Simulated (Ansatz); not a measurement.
# SiBr₄: small, medium and large basis sets

One table from this session's results is given with a row withheld; the runs are named, their logs left out.

The runs use Ansatz 0.2.0, Gaussian basis; one geometry, several basis sets.

Plan: PBE0-D4/def2-SVP; ωB97M-V/def2-SVP; PBE0-D4/def2-QZVPP; ωB97M-V/def2-QZVPP; the functionals' def2-TZVPP values are taken from earlier runs.

2 further runs of the same task are left out: 2 that didn't finish.

## Structure used throughout

All runs share one geometry, relaxed beforehand with PBE0-D4 in a triple-zeta def2 set.

SMILES `Br[Si](Br)(Br)Br`, 5 atoms, charge 0, spin multiplicity 1.

Atoms are counted from 1 here; the program's logs count them from 0.

Bond lengths: Br1–Si2 2.194 Å, Si2–Br3 2.194 Å, Si2–Br4 2.194 Å, Si2–Br5 2.194 Å. Angles: Br1–Si2–Br3 109.5°, Br1–Si2–Br4 109.5°, Br1–Si2–Br5 109.5°, Br3–Si2–Br4 109.5°, Br3–Si2–Br5 109.5°, Br4–Si2–Br5 109.5°.

Set-up of the first run:

The input, in.yaml:

```yaml
crystal:
  periodic: [false, false, false]
  atoms:
    - {symbol: Br, position_ang: [-1.190215, 0.095809, 1.824986]}
    - {symbol: Si, position_ang: [0.009974, -0.014739, -0.008279]}
    - {symbol: Br, position_ang: [1.848133, -1.145055, 0.388056]}
    - {symbol: Br, position_ang: [-1.144242, -1.022788, -1.578362]}
    - {symbol: Br, position_ang: [0.526250, 2.013073, -0.667801]}
basis:
  gaussian: {orbitals: def2-SVP}
hamiltonian: {xc: pbe0, dispersion: d4}
output: {orbitals: {seedname: orbitals}}
```

The run is started by

```
> ansatz run in.yaml --threads 2 --pin off --events-out ev --progress --plain --max-ram 32768MiB --backend cpu
```

Steps of the session up to this table: PBE0-D4 in def2-SVP; ωB97M-V in def2-SVP; PBE0-D4 in def2-QZVPP; ωB97M-V in def2-QZVPP.

One table of the session follows, with a row left open; its other results are not shown here.

It belongs to the step «Density functionals: the series». 

| functional | basis | HOMO (eV) |
| --- | --- | --- |
| PBE0-D4 | def2-SVP | ? |
| PBE0-D4 | def2-TZVPP | -8.69 |
| PBE0-D4 | def2-QZVPP | -8.70 |
| ωB97M-V | def2-SVP | -10.78 |
| ωB97M-V | def2-TZVPP | -10.88 |
| ωB97M-V | def2-QZVPP | -10.89 |

Estimate the missing values for PBE0-D4, def2-SVP.

As computed: HOMO (eV): -8.63. In the column «HOMO (eV)» it is the highest.
